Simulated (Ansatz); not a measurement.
# Ruthenium, bcc under PBEsol: structure, energy and stiffness

The plan for ruthenium in the bcc structure: relax it, solve it on a dense k-mesh, then scale the cell to 7 volumes from 88 to 112 % of the relaxed one and try a fit of the equation of state. Spin polarisation is left out. The k-meshes are 15×15×15 for the relaxation; 24×24×24 for the dense run; 16×16×16 for the volumes.

This is Ru in the bcc structure; at room conditions it is hcp.

Program: Ansatz 0.2.0. Level of theory: DFT PBEsol, plane waves (420 eV) with PAW, scalar-relativistic; the PAW data stem from PBE, with regenerated cores. These are calculated values, not measurements.

## (1) The structure to begin with

It takes space group Im-3m (No. 229, cubic). The conventional cell has a = 3.004 Å, b = 3.004 Å, c = 3.004 Å, α = 90.00°, β = 90.00°, γ = 90.00°. Ru (site symmetry m-3m) is surrounded by 8 Ru at 2.60 Å.

Coordinates:

```cif
data_structure
_symmetry_space_group_name_H-M 'Im-3m'
_symmetry_Int_Tables_number 229
_cell_length_a 3.0041
_cell_length_b 3.0041
_cell_length_c 3.0041
_cell_angle_alpha 90.000
_cell_angle_beta 90.000
_cell_angle_gamma 90.000
_cell_volume 27.11
loop_
_atom_site_label
_atom_site_type_symbol
_atom_site_symmetry_multiplicity
_atom_site_Wyckoff_symbol
_atom_site_fract_x
_atom_site_fract_y
_atom_site_fract_z
_atom_site_occupancy
Ru1 Ru 2 a 0.00000 0.00000 0.00000 1
```

## (2) Relaxing cell and atoms

input.yaml

```yaml
crystal:
  lattice:
    - [-1.5020265709, 1.5020265709, 1.5020265709]
    - [1.5020265709, -1.5020265709, 1.5020265709]
    - [1.5020265709, 1.5020265709, -1.5020265709]
  atoms:
    - { symbol: Ru, position: [0.0, 0.0, 0.0] }
hamiltonian:
  xc: pbesol
  pseudopotentials:
    kind: paw
    azcp:
      Ru: "pseudopotentials/Ru.paw.azcp"
basis:
  ecutwfc: 420
  fft_grid_basis: typed
kpoints:
  mp_grid: { grid: [15, 15, 15], shift: [0, 0, 0] }
magnetization:
  spin_polarized: false
scf:
  occupations: { method: fermi_dirac, width: 0.1 }
relax:
  max_steps: 60
  f_tol: 0.01
  cell: {}
output:
  write_density: true
  write_potential: true
  elf: true
  volumetric_format: npy
```

Command:

```console
$ ansatz run input.yaml --threads 2 --pin off --max-ram 5120MiB --backend cpu --events-out ev --progress --plain --runs-dir out
```

Further steps of the session: The energy on a finer k-mesh; Equation of state: 88 %; Equation of state: 92 %; Equation of state: 96 %; Equation of state: 100 %; Equation of state: 104 %; Equation of state: 108 %; Equation of state: 112 %.

What does the calculation give? Wanted: space group; conventional cell; volume; shortest distance; gap on the mesh; relative to hcp; V₀, B₀, B₀′.

The runs gave:

| quantity | value |
| --- | --- |
| space group (spins left aside) | Im-3m (No. 229) |
| conventional cell | a = 3.020 Å |
| volume | 13.765 Å³/atom |
| shortest distance | 2.615 Å |
| gap on the mesh | none (levels filled in part) |
| relative to hcp | +664 meV/atom |
| V₀, B₀, B₀′ | 13.744 Å³/atom, 313 GPa, 4.8 |

In words: The relaxation enlarged the cell by 1.6 % in volume. Against the reference form of ruthenium (hcp, computed apart with the same settings) it stands 664 meV/atom higher, so it is far from stable. Levels at the Fermi energy are filled in part, as in a metal. B₀ comes out at 313 GPa, among the stiffest elements. Relaxation kept the symmetry; phonons were not checked.
